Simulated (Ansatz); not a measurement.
**C₃H₆AlNO: how energies converge with the basis set**

An exercise on one series of results from a longer session: the logs are not shown, and one member is left open.

Method: one geometry, several basis sets; program: Ansatz 0.2.0, Gaussian basis.

Plan: PBE0-D4/def2-SVP; ωB97M-V/def2-SVP; PBE0-D4/def2-QZVPP; ωB97M-V/def2-QZVPP; the functionals' def2-TZVPP values are taken from earlier runs.

## Structure used throughout

An earlier PBE0-D4 in a triple-zeta def2 set relaxation fixed the geometry.

SMILES `C=[N][Al]1[CH2]C[O]1`, 12 atoms, charge 0, spin multiplicity 1.

Atoms are counted from 1 here; the program's logs count them from 0.

Bond lengths: C1–N2 1.243 Å, C1–H7 1.102 Å, C1–H8 1.102 Å, N2–Al3 1.739 Å, Al3–C4 1.942 Å, Al3–O6 1.718 Å, C4–C5 1.547 Å, C4–H9 1.090 Å, C4–H10 1.090 Å, C5–O6 1.446 Å, C5–H11 1.095 Å, C5–H12 1.095 Å. Angles: N2–C1–H7 122.6°, N2–C1–H8 122.6°, H7–C1–H8 114.9°, C1–N2–Al3 178.8°, N2–Al3–C4 146.2°, N2–Al3–O6 132.1°, C4–Al3–O6 81.7°, Al3–C4–C5 80.4°, Al3–C4–H9 118.4°, Al3–C4–H10 118.4°, C5–C4–H9 114.1°, C5–C4–H10 114.1°, H9–C4–H10 109.0°, C4–C5–O6 106.5°, C4–C5–H11 111.9°, C4–C5–H12 111.9°, O6–C5–H11 109.0°, O6–C5–H12 109.0° and more.

The first run:

in.yaml reads:

```yaml
crystal:
  periodic: [false, false, false]
  atoms:
    - {symbol: C, position_ang: [-2.445650, 0.137529, 2.050166]}
    - {symbol: N, position_ang: [-1.457013, 0.136446, 1.296801]}
    - {symbol: Al, position_ang: [-0.085143, 0.102795, 0.228258]}
    - {symbol: C, position_ang: [0.665885, -0.618720, -1.410373]}
    - {symbol: C, position_ang: [1.845695, 0.272833, -0.956575]}
    - {symbol: O, position_ang: [1.436764, 0.897598, 0.281795]}
    - {symbol: H, position_ang: [-3.277220, 0.851130, 1.936066]}
    - {symbol: H, position_ang: [-2.556596, -0.573525, 2.884359]}
    - {symbol: H, position_ang: [0.222110, -0.319116, -2.359687]}
    - {symbol: H, position_ang: [0.901499, -1.682165, -1.448555]}
    - {symbol: H, position_ang: [2.073416, 1.052239, -1.690523]}
    - {symbol: H, position_ang: [2.753352, -0.312142, -0.777731]}
basis:
  gaussian: {orbitals: def2-SVP}
hamiltonian: {xc: pbe0, dispersion: d4}
output: {orbitals: {seedname: orbitals}}
```

Launch:

```console
$ ansatz run in.yaml --threads 4 --pin off --events-out ev --progress --plain --max-ram 10444MiB
```

Among the steps run: PBE0-D4 in def2-SVP; ωB97M-V in def2-SVP; PBE0-D4 in def2-QZVPP; ωB97M-V in def2-QZVPP.

One table of the session follows, with a row left open; its other results are not shown here.

It belongs to the step «Functionals by basis». 

| functional | basis | HOMO (eV) |
| --- | --- | --- |
| PBE0-D4 | def2-SVP | -6.71 |
| PBE0-D4 | def2-TZVPP | -6.83 |
| PBE0-D4 | def2-QZVPP | -6.85 |
| ωB97M-V | def2-SVP | -9.00 |
| ωB97M-V | def2-TZVPP | ? |
| ωB97M-V | def2-QZVPP | -9.16 |

**Question.** Estimate the row for ωB97M-V, def2-TZVPP.

**Answer.** HOMO (eV): -9.13. In the column «HOMO (eV)» it lies between ωB97M-V, def2-QZVPP (-9.16) and ωB97M-V, def2-SVP (-9.00).
